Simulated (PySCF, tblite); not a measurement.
# Si₂₂H₃₄: electronic excitations, NMR shifts

Aim: compute the electronic excitations, NMR shifts of Si₂₂H₃₄.

Computed with tblite 0.8.0 and PySCF 2.14.0 and routines of our own; the level stands in each step. Atoms count from 0.

### 1 The starting structure

56 atoms, charge 0, multiplicity 1; geometry from: force field, distance geometry or constructed start.

### 2 Optimising the geometry with GFN2-xTB

The job: settings as JSON, then the geometry in Å.

```
{"job": {"kind": "relax", "xc": "GFN2-xTB", "basis": "xTB"}, "charge": 0, "multiplicity": 1}
Si     0.004900     2.225300    -0.309300
Si    -1.931900     3.343300     0.435400
Si    -3.852300     2.224800    -0.306700
Si    -3.858200     0.004400     0.436100
Si    -1.929700    -1.114800    -0.304300
Si    -0.003300    -0.000500     0.439700
Si    -5.786100    -1.111900    -0.311000
Si    -5.782800    -3.338000     0.443800
Si    -3.854800    -4.456300    -0.308100
Si    -1.931500    -3.341500     0.443900
Si     3.855400     2.225900    -0.309800
Si     1.926200     3.338700     0.442300
Si     1.925300    -1.112900    -0.302700
Si     3.859700    -0.000600     0.439600
Si     5.784000    -1.108500    -0.307500
Si     1.926800    -3.340100     0.448600
Si     3.857900    -4.452300    -0.306800
Si     5.785100    -3.344100     0.441300
Si     1.928100     5.569600    -0.305200
Si     0.002800     6.682200     0.445000
Si    -1.931000     5.571600    -0.306200
Si    -0.000900    -4.452700    -0.307900
H      0.003400     2.231700    -1.741100
H     -1.932900     3.336400     1.880800
H     -3.857000     2.229700    -1.746800
H     -5.040200     2.905600     0.171800
H     -3.856800     0.002300     1.881600
H     -1.929300    -1.113000    -1.746500
H      0.000600     0.000400     1.880300
H     -5.785100    -1.113200    -1.744300
H     -6.959300    -0.433600     0.168200
H     -5.788100    -3.339400     1.882500
H     -6.963900    -4.019900    -0.036600
H     -3.855400    -4.455500    -1.744000
H     -3.856300    -5.811100     0.166000
H     -1.928200    -3.338500     1.879400
H      3.856700     2.227200    -1.751800
H      5.035000     2.909000     0.166700
H      1.929800     3.336800     1.882200
H      1.923900    -1.110200    -1.746500
H      3.857400    -0.002300     1.886100
H      5.792100    -1.119200    -1.744000
H      6.967800    -0.433200     0.165700
H      1.931300    -3.341200     1.880500
H      3.853800    -4.452500    -1.745300
H      3.855600    -5.811300     0.165900
H      5.788600    -3.340600     1.881700
H      6.962600    -4.017400    -0.032400
H      1.930300     5.568200    -1.747500
H      3.107300     6.247800     0.171300
H     -0.000900     6.674000     1.885400
H      0.006600     8.041300    -0.035000
H     -1.929100     5.567400    -1.747600
H     -3.108800     6.245500     0.166300
H      0.000700    -4.455100    -1.746200
H     -0.000500    -5.809900     0.169900
```

Started as:

```sh
$ OMP_NUM_THREADS=2 python large_run.py task.json out
```

The driver reads the jobs from task.json and runs them one after another.

The program printed:

```text
step      E/eV     max force
  0   -1497.59872    1.510
  1   -1498.09281    0.739
  2   -1498.25026    0.244
  3   -1498.27181    0.204
  4   -1498.32360    0.281
  5   -1498.37186    0.285
  6   -1498.41222    0.267
  7   -1498.43390    0.186
  8   -1498.45150    0.163
  9   -1498.47279    0.294
 10   -1498.49694    0.344
 11   -1498.51496    0.245
 12   -1498.52511    0.152
 13   -1498.53230    0.133
 14   -1498.53944    0.172
 15   -1498.54583    0.150
 16   -1498.55142    0.129
 17   -1498.55575    0.123
 18   -1498.55988    0.140
 19   -1498.56540    0.206
 20   -1498.57275    0.223
 21   -1498.58050    0.170
 22   -1498.58696    0.166
 23   -1498.59159    0.106
 24   -1498.59498    0.093
 25   -1498.59792    0.107
 26   -1498.60042    0.099
 27   -1498.60240    0.081
 28   -1498.60383    0.056
 29   -1498.60462    0.030
 30   -1498.60494    0.021
 31   -1498.60512    0.024
 32   -1498.60532    0.025
 33   -1498.60558    0.027
 34   -1498.60592    0.037
 35   -1498.60628    0.039
 36   -1498.60659    0.029
 37   -1498.60683    0.022
 38   -1498.60698    0.015
```

Wall time 3.8 s (2 threads of Arm Neoverse V2, shared host); peak memory 0.17 GiB.

Relaxation path:

```csv
step,energy from step 0 (eV),largest force (eV/Å)
0,0.0000,1.5098
1,-0.4941,0.7385
2,-0.6515,0.2444
3,-0.6731,0.2034
4,-0.7249,0.2811
5,-0.7731,0.2851
6,-0.8135,0.2680
7,-0.8352,0.1866
8,-0.8528,0.1630
10,-0.8982,0.3443
12,-0.9264,0.1518
15,-0.9471,0.1492
17,-0.9570,0.1236
19,-0.9667,0.2057
22,-0.9882,0.1666
24,-0.9963,0.0934
26,-1.0017,0.0986
29,-1.0059,0.0304
31,-1.0064,0.0236
34,-1.0072,0.0371
35,-1.0076,0.0383
36,-1.0079,0.0297
37,-1.0081,0.0221
38,-1.0083,0.0153
```

Close pairs (by a distance rule), those that changed most:

```csv
bond,before (Å),after (Å),change (Å)
Si0–H22,1.432,1.490,+0.058
Si15–H43,1.432,1.488,+0.056
Si9–H35,1.436,1.488,+0.052
Si5–H28,1.441,1.491,+0.050
Si4–H27,1.442,1.490,+0.048
Si11–H38,1.440,1.488,+0.048
Si12–H39,1.444,1.490,+0.046
Si3–H26,1.446,1.488,+0.043
```

The next job starts from the end point, and lists it.

### 3 Electronic excitations: TDDFT PBE/6-31G*

The job: settings as JSON, then the geometry in Å.

```
{"job": {"kind": "uv", "basis": "6-31G*", "grid": 1, "kgrid": 0, "vcut": null, "nstates": 6, "ntriplets": 2, "tda": false, "delta": ["ip_vertical"], "pop": true, "xc": "PBE"}, "charge": 0, "multiplicity": 1}
Si     0.000338     2.292038    -0.192603
Si    -1.979885     3.448331     0.356389
Si    -3.875477     2.238057    -0.264699
Si    -3.975719    -0.009208     0.356138
Si    -1.983519    -1.144953    -0.192812
Si     0.000388     0.000914     0.353624
Si    -5.894192    -1.194888    -0.267438
Si    -5.910603    -3.411936     0.432236
Si    -3.981674    -4.506492    -0.266582
Si    -1.996012    -3.437538     0.357310
Si     3.875315     2.237103    -0.264702
Si     1.979894     3.447114     0.357015
Si     1.984538    -1.145303    -0.192082
Si     3.976677    -0.009458     0.356112
Si     5.894280    -1.195362    -0.266924
Si     1.996183    -3.437788     0.357863
Si     3.981944    -4.506170    -0.266596
Si     5.910194    -3.412619     0.433364
Si     1.912464     5.701589    -0.265110
Si     0.000568     6.824346     0.434351
Si    -1.911283     5.702299    -0.266917
Si     0.000257    -4.474614    -0.262405
H      0.000418     2.290082    -1.682632
H     -1.969039     3.447813     1.844232
H     -3.929769     2.269408    -1.738755
H     -5.105181     2.948158     0.130851
H     -3.970044    -0.018121     1.844136
H     -1.982799    -1.144801    -1.683015
H     -0.000407     0.000477     1.844137
H     -5.941299    -1.169877    -1.741186
H     -7.124170    -0.480798     0.112566
H     -5.953852    -3.436426     1.904675
H     -7.143305    -4.123751     0.058397
H     -3.983408    -4.560114    -1.740466
H     -3.978645    -5.928637     0.114242
H     -2.001715    -3.427235     1.845225
H      3.926921     2.267376    -1.738920
H      5.105386     2.947604     0.129132
H      1.969094     3.445948     1.844853
H      1.983258    -1.145103    -1.682304
H      3.970471    -0.017774     1.843744
H      5.941436    -1.170165    -1.740771
H      7.124206    -0.481426     0.113653
H      2.001652    -3.428100     1.845813
H      3.983084    -4.558340    -1.740299
H      3.978493    -5.928418     0.112739
H      5.953603    -3.436934     1.905826
H      7.142884    -4.124324     0.059574
H      1.958413     5.731723    -1.738734
H      3.145306     6.410054     0.115778
H     -0.000449     6.872847     1.906769
H      0.000611     8.248507     0.063443
H     -1.956073     5.731996    -1.740666
H     -3.144600     6.410900     0.112364
H      0.000377    -4.536092    -1.736664
H     -0.000174    -5.894582     0.133660
```

Level: TDDFT PBE/6-31G*, vertical, gas phase, core orbitals frozen in the response.

The program printed:

```text
start: PBE on a coarse grid of 54167 points
cycle   1  E = -6386.1655132225  dE =  7.211e-01  |g| = 3.064e-01  |ddm| = 6.982e+00
cycle   2  E = -6386.1932461874  dE = -2.773e-02  |g| = 1.431e-01  |ddm| = 7.602e-01
cycle   3  E = -6386.1991073439  dE = -5.861e-03  |g| = 8.939e-02  |ddm| = 4.559e-01
cycle   4  E = -6386.2026162669  dE = -3.509e-03  |g| = 1.746e-02  |ddm| = 2.326e-01
cycle   5  E = -6386.2027319179  dE = -1.157e-04  |g| = 8.157e-03  |ddm| = 5.443e-02
final grid: 209159 points
cycle   6  E = -6385.7231843986  dE =  6.949e-05  |g| = 1.610e-02  |ddm| = 6.980e-02
cycle   7  E = -6385.7227457426  dE =  4.387e-04  |g| = 3.495e-02  |ddm| = 1.175e-01
cycle   8  E = -6385.7232999922  dE = -5.542e-04  |g| = 3.161e-03  |ddm| = 8.457e-02
cycle   9  E = -6385.7233057789  dE = -5.787e-06  |g| = 3.838e-04  |ddm| = 7.318e-03
cycle  10  E = -6385.7233048728  dE =  9.061e-07  |g| = 1.673e-04  |ddm| = 1.285e-03
cycle  11  E = -6385.7233070482  dE = -2.175e-06  |g| = 3.055e-05  |ddm| = 4.329e-04
converged SCF energy = -6385.7233070482
Vertical ionisation energy (delta-SCF) = 7.5228 eV   <S^2> = 0.751

Static polarisability (au): isotropic 716.734, principal 367.375 891.360 891.466

Singlet excitations
state   eV       nm        f      main configurations
  1   3.9384    314.8   0.00003   H->L 0.86, H->L+1 0.13
  2   3.9389    314.8   0.00002   H-1->L 0.86, H-1->L+1 0.13
  3   3.9917    310.6   0.00008   H->L+2 0.42, H-1->L+3 0.26, H-1->L+2 0.17
  4   3.9969    310.2   0.00685   H->L+3 0.26, H-1->L+3 0.25, H-1->L+2 0.18
  5   3.9973    310.2   0.00644   H-1->L+3 0.26, H-1->L+2 0.25, H->L+2 0.19
  6   4.0168    308.7   0.00001   H-1->L+2 0.31, H->L+3 0.30, H-1->L+3 0.15

Triplet excitations (Tamm-Dancoff, eV): 3.7890 3.7899
```

Wall time 43 s (2 threads of Arm Neoverse V2, shared host); peak memory 1.5 GiB.

Frontier orbitals and where they lie:

```csv
orbital,eV,atoms
HOMO−4,-6.83,"Si11 8 %, Si9 8 %, Si4 7 %"
HOMO−3,-6.83,"Si12 9 %, Si1 8 %, Si3 8 %"
HOMO−2,-6.35,"Si10 8 %, Si2 8 %, Si21 8 %"
HOMO−1,-6.15,"Si4 11 %, Si5 11 %, Si13 8 %"
HOMO,-6.15,"Si5 11 %, Si0 10 %, Si12 9 %"
LUMO,-2.27,"Si5 14 %, Si12 8 %, Si0 8 %"
LUMO+1,-2.21,"Si5 5 %, Si13 5 %, Si11 5 %"
LUMO+2,-2.20,"Si15 8 %, Si9 8 %, Si16 7 %"
LUMO+3,-2.20,"Si1 8 %, Si11 8 %, Si20 7 %"
```

With each of the 6 states as a Gaussian band of 0.4 eV half-width at 1/e, the curve within the window shown has maxima at 310 nm (ε 540) L/(mol cm). Beyond the last state computed it falls off for lack of states. The curve at chosen wavelengths:

nm, ε (L/mol/cm) and a bar:
```
      287        287 ###############
      290        339 ##################
      294        405 ######################
      297        449 ########################
      300        487 ###########################
      304        523 #############################
      307        539 ##############################
      311        543 ##############################
      314        535 ##############################
      317        518 #############################
      321        484 ##########################
      324        451 #########################
      327        415 ######################
      331        364 ###################
      334        325 #################
      337        287 ###############
      341        238 ############
      344        205 ##########
      347        175 ########
      351        139 ######
      354        116 #####
      358         90 ###
      361         74 ##
      364         61 #
      368         46 #
      371         37
```

Further results of this job:

```csv
property,computed
dipole moment (D),0.45
polarisability (Å³),106.21
HOMO–LUMO gap (eV),3.88
−ε(HOMO) (eV),6.15
```

### 4 NMR shifts: GIAO KT3/pcSseg-1

The job, as its differences from that of step 3:

```diff
@@ -1,2 +1,2 @@
-{"job": {"kind": "uv", "basis": "6-31G*", "grid": 1, "kgrid": 0, "vcut": null, "nstates": 6, "ntriplets": 2, "tda": false, "delta": ["ip_vertical"], "pop": true, "xc": "PBE"}, "charge": 0, "multiplicity": 1}
+{"job": {"kind": "nmr", "xc": "KT3", "basis": "pcSseg-1", "pop": false}, "charge": 0, "multiplicity": 1}
 Si     0.000338     2.292038    -0.192603
```

Level: GIAO KT3/pcSseg-1 NMR shielding, non-relativistic, gas phase.

The program printed:

```text
start: PBE on a coarse grid of 54167 points
cycle   1  E = -6385.7812761629  dE =  6.363e-01  |g| = 4.056e-01  |ddm| = 7.364e+00
cycle   2  E = -6385.8124464879  dE = -3.117e-02  |g| = 2.459e-01  |ddm| = 8.510e-01
cycle   3  E = -6385.8251874182  dE = -1.274e-02  |g| = 1.112e-01  |ddm| = 5.599e-01
cycle   4  E = -6385.8304210521  dE = -5.234e-03  |g| = 2.246e-02  |ddm| = 2.985e-01
cycle   5  E = -6385.8305786699  dE = -1.576e-04  |g| = 1.251e-02  |ddm| = 7.344e-02
cycle   6  E = -6385.8306338221  dE = -5.515e-05  |g| = 4.469e-03  |ddm| = 3.192e-02
final grid: 407081 points
cycle   7  E = -6440.3739125813  dE = -1.193e-01  |g| = 5.625e-01  |ddm| = 1.411e+00
cycle   8  E = -6440.3860744868  dE = -1.216e-02  |g| = 2.651e-01  |ddm| = 6.457e-01
cycle   9  E = -6440.3905797454  dE = -4.505e-03  |g| = 3.702e-02  |ddm| = 2.799e-01
cycle  10  E = -6440.3911058704  dE = -5.261e-04  |g| = 9.651e-03  |ddm| = 8.447e-02
cycle  11  E = -6440.3911464220  dE = -4.055e-05  |g| = 2.314e-03  |ddm| = 2.413e-02
cycle  12  E = -6440.3911462127  dE =  2.093e-07  |g| = 9.546e-04  |ddm| = 7.847e-03
cycle  13  E = -6440.3911475444  dE = -1.332e-06  |g| = 2.975e-04  |ddm| = 2.905e-03
cycle  14  E = -6440.3911500292  dE = -2.485e-06  |g| = 5.008e-05  |ddm| = 6.304e-04
converged SCF energy = -6440.3911500292

GIAO shielding tensors (ppm)
atom      isotropic    diamagn.    paramagn.     s11        s22        s33       span
  0 Si     463.944     887.644    -423.699    420.862    483.851    487.119     66.258
  1 Si     469.947     886.913    -416.966    436.704    483.848    489.288     52.584
  2 Si     464.188     884.467    -420.279    435.271    468.324    488.968     53.697
  3 Si     469.961     886.919    -416.958    436.827    483.774    489.281     52.454
  4 Si     463.826     887.633    -423.807    420.660    483.745    487.073     66.413
  5 Si     457.763     887.533    -429.770    412.333    480.421    480.535     68.202
  6 Si     468.282     883.518    -415.236    444.045    468.493    492.308     48.263
  7 Si     472.471     882.893    -410.422    449.870    476.561    490.981     41.111
  8 Si     468.215     883.511    -415.296    443.949    468.430    492.267     48.318
  9 Si     470.016     886.920    -416.904    436.952    483.744    489.352     52.400
 10 Si     464.250     884.475    -420.225    435.321    468.562    488.867     53.546
 11 Si     470.038     886.915    -416.877    436.807    483.926    489.383     52.576
 12 Si     463.882     887.639    -423.757    420.708    483.840    487.098     66.390
 13 Si     470.122     886.934    -416.811    436.950    483.994    489.423     52.473
 14 Si     468.310     883.518    -415.208    444.139    468.554    492.237     48.098
 15 Si     470.023     886.919    -416.896    436.988    483.727    489.355     52.367
 16 Si     468.308     883.520    -415.212    444.070    468.524    492.331     48.260
 17 Si     472.498     882.894    -410.396    449.893    476.605    490.996     41.103
 18 Si     468.343     883.488    -415.145    444.133    468.499    492.398     48.265
 19 Si     472.499     882.882    -410.383    449.690    476.575    491.231     41.541
 20 Si     468.326     883.490    -415.165    444.168    468.397    492.412     48.244
 21 Si     464.042     884.469    -420.427    434.711    468.568    488.847     54.136
 22 H       27.865      36.283      -8.418     26.583     27.192     29.821      3.238
 23 H       28.019      34.322      -6.303     25.521     27.253     31.283      5.762
 24 H       28.094      32.673      -4.578     24.740     27.532     32.011      7.271
 25 H       28.097      31.302      -3.205     22.391     27.255     34.646     12.255
 26 H       28.019      34.314      -6.295     25.518     27.251     31.288      5.770
 27 H       27.863      36.276      -8.413     26.577     27.194     29.819      3.242
 28 H       27.731      36.561      -8.829     26.878     26.880     29.436      2.558
 29 H       28.182      30.810      -2.628     25.157     26.676     32.714      7.557
 30 H       28.084      29.174      -1.090     22.974     26.367     34.912     11.938
 31 H       28.173      30.329      -2.157     25.232     26.251     33.035      7.802
 32 H       28.021      27.663       0.358     23.506     25.016     35.540     12.034
 33 H       28.177      30.805      -2.628     25.151     26.671     32.710      7.559
 34 H       28.079      29.176      -1.097     22.967     26.362     34.908     11.941
 35 H       28.023      34.325      -6.302     25.522     27.252     31.294      5.773
 36 H       28.094      32.677      -4.583     24.745     27.533     32.005      7.260
 37 H       28.098      31.308      -3.210     22.388     27.256     34.649     12.261
 38 H       28.020      34.320      -6.300     25.520     27.254     31.285      5.765
 39 H       27.864      36.279      -8.415     26.579     27.196     29.817      3.239
 40 H       28.025      34.326      -6.301     25.522     27.258     31.296      5.774
 41 H       28.181      30.804      -2.623     25.155     26.674     32.714      7.559
 42 H       28.084      29.174      -1.091     22.973     26.366     34.912     11.939
 43 H       28.023      34.321      -6.299     25.520     27.250     31.298      5.778
 44 H       28.182      30.813      -2.632     25.157     26.675     32.712      7.555
 45 H       28.084      29.185      -1.101     22.969     26.367     34.916     11.947
 46 H       28.173      30.328      -2.155     25.230     26.251     33.036      7.806
 47 H       28.021      27.663       0.358     23.508     25.016     35.541     12.033
 48 H       28.183      30.786      -2.603     25.157     26.673     32.717      7.560
 49 H       28.085      29.159      -1.074     22.972     26.367     34.917     11.945
 50 H       28.171      30.330      -2.160     25.231     26.256     33.025      7.794
 51 H       28.021      27.666       0.354     23.504     25.015     35.543     12.039
 52 H       28.181      30.788      -2.607     25.159     26.670     32.715      7.557
 53 H       28.084      29.159      -1.075     22.973     26.365     34.916     11.943
 54 H       28.088      32.683      -4.595     24.733     27.533     31.999      7.266
 55 H       28.091      31.325      -3.234     22.378     27.250     34.644     12.265
```

Run time: 38 s. Hardware: 2 threads of Arm Neoverse V2, shared host; peak memory 1.2 GiB.

The references, computed at this level on geometries of the same kind, shield at (ppm): $^{1}$H TMS 31.76, $^{29}$Si TMS 361.7. Their shielding less the atom's gives the shift. The references are single molecules in the gas phase. Atoms listed in one row are averaged.

```csv
atoms,environment,σ (ppm),δ (ppm)
H28,hydrogen on a silicon bonded to 3 Si,27.73,4.03
"H22, H27, H39",hydrogen on a silicon bonded to 3 Si,27.86,3.90
"H32, H47, H51",hydrogen on a silicon bonded to 2 Si,28.02,3.74
"H23, H26, H35, H38, H40, H43",hydrogen on a silicon bonded to 3 Si,28.02,3.74
"H30, H34, H42, H45, H49, H53",hydrogen on a silicon bonded to 2 Si,28.08,3.68
"H24, H36, H54",hydrogen on a silicon bonded to 2 Si,28.09,3.67
"H25, H37, H55",hydrogen on a silicon bonded to 2 Si,28.10,3.66
"H31, H46, H50",hydrogen on a silicon bonded to 2 Si,28.17,3.59
"H29, H33, H41, H44, H48, H52",hydrogen on a silicon bonded to 2 Si,28.18,3.58
Si5,"silicon bonded to 3 Si, H",457.8,-96.1
"Si0, Si4, Si12","silicon bonded to 3 Si, H",463.9,-102.2
"Si2, Si10, Si21","silicon bonded to 2 Si, 2 H",464.2,-102.5
"Si6, Si8, Si14, Si16, Si18, Si20","silicon bonded to 2 Si, 2 H",468.3,-106.6
"Si1, Si3, Si9, Si11, Si13, Si15","silicon bonded to 3 Si, H",470.0,-108.3
"Si7, Si17, Si19","silicon bonded to 2 Si, 2 H",472.5,-110.8
```

Ring of atoms Si0, Si1, Si2, Si3, Si4, Si5: NICS(0) -2.4, NICS(1) -1.7, NICS(1)zz 7.6 ppm (means of both faces).

Ring of atoms Si0, Si1, Si11, Si18, Si19, Si20: NICS(0) -2.4, NICS(1) -1.8, NICS(1)zz 6.6 ppm (means of both faces).

### 5 Results

```
                                                                    quantity                                                     value
                                                 lowest singlet (PBE/6-31G*)                               3.94 eV (315 nm), f = 0.000
                                    brightest single state of those computed                               state 4, 4.00 eV, f = 0.007
                                                              lowest triplet                                                   3.79 eV
                                           vertical ionisation energy (ΔSCF)                                                   7.52 eV
  $^{1}$H shifts against TMS (KT3/pcSseg-1, means over atoms taken as alike)  4.03, 3.90, 3.74, 3.74, 3.68, 3.67, 3.66, 3.59, 3.58 ppm
$^{29}$Si shifts against TMS (KT3/pcSseg-1, means over atoms taken as alike)         -96.1, -102.2, -102.5, -106.6, -108.3, -110.8 ppm
```

What this shows: The first singlet state (HOMO→LUMO 0.86, HOMO→LUMO+1 0.13) lies at 3.94 eV and is dark; of the 6 states computed, the strongest absorption comes from states 4 to 5 together at 4.00 eV. The lowest triplet lies 0.15 eV below the lowest singlet (triplets in Tamm-Dancoff, singlets in full TDDFT). ΔSCF puts the ionisation energy at 7.52 eV, 1.37 eV above −ε(HOMO).
